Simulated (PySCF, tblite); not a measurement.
# C₄H₅F₄Si radical: geometry, infrared bands and EPR parameters

Wanted: the infrared bands and EPR parameters of C₄H₅F₄Si radical (`C/[C]=C(/CF)[Si](F)(F)F`), by calculation.

Computed with tblite 0.8.0 and PySCF 2.14.0, with density-fitted response routines of our own, on a single molecule in the gas phase. Atoms count from 0, in the outputs and in this text.

**1. Starting geometry**

14 atoms, charge 0, multiplicity 2; geometry from: force field or distance geometry start.

Bonds of the start (Å): C0–C1 1.48, C1–C2 1.29, C2–C3 1.49, C3–F4 1.38, C2–Si5 1.83, Si5–F6 1.60, Si5–F7 1.59, Si5–F8 1.60, C0–H9 1.09, C0–H10 1.09, C0–H11 1.09, C3–H12 1.09, C3–H13 1.10.

**2. Optimising the geometry with GFN2-xTB**

What the job is given:

```
{"job": {"kind": "relax", "xc": "GFN2-xTB", "basis": "xTB"}, "charge": 0, "multiplicity": 2}
C      2.331700    -0.240400    -0.637800
C      0.897900    -0.168100    -0.293100
C     -0.351900    -0.114700     0.041200
C     -1.298100    -1.261700     0.038000
F     -1.674500    -1.575300     1.326000
Si    -1.087200     1.486600     0.543700
F     -0.810100     1.752300     2.097800
F     -2.652800     1.468900     0.266700
F     -0.413400     2.662700    -0.313800
H      2.573100    -1.223300    -1.036000
H      2.566500     0.512700    -1.393900
H      2.946200    -0.059900     0.242900
H     -2.207800    -1.075000    -0.529300
H     -0.820300    -2.165200    -0.374700
```

The run is started by

```bash
OMP_NUM_THREADS=1 python probes_run.py task.json out
```

The driver reads the jobs from task.json and runs them one after another.

**Question.** This job is followed by: GFN2-xTB harmonic vibrations, gas phase; UKS B3LYP, pcH-1 on C F H Si, non-relativistic, mean-field spin-orbit, GIAO. What will the session give for the following? strongest single infrared mode (GFN2-xTB); zero-point energy (GFN2-xTB); g(iso) (B3LYP); ⟨S²⟩; largest a(iso) (averaged by class); potential on the surface of density 0.002 e/bohr³, 1st and 99th percentile.

**Answer**, as computed:

| quantity | value |
| --- | --- |
| strongest single infrared mode (GFN2-xTB) | 934 cm⁻¹, 258 km/mol |
| zero-point energy (GFN2-xTB) | 52.9 kcal/mol |
| g(iso) (B3LYP) | 2.00211 |
| ⟨S²⟩ | 0.758 (exact 0.75) |
| largest a(iso) (averaged by class) | 13C on C1, 258.3 MHz |
| potential on the surface of density 0.002 e/bohr³, 1st and 99th percentile | -0.93 V and 1.50 V |

**Reading.** The optimisation took 121 steps and gained 0.334 eV; among the close pairs (by a distance rule), C2–Si5 changed most, from 1.832 to 1.886 Å. No mode is imaginary among the 36: a minimum at this level. The strongest single mode, at 934 cm⁻¹, moves mainly Si5 and F6. Unscaled tight-binding wavenumbers are off by several per cent, some by more. Its intensities can rank the bands wrongly. C1 carries the largest spin population, 0.97 e. The isotropic g lies 0.2 ppt below the free-electron value.
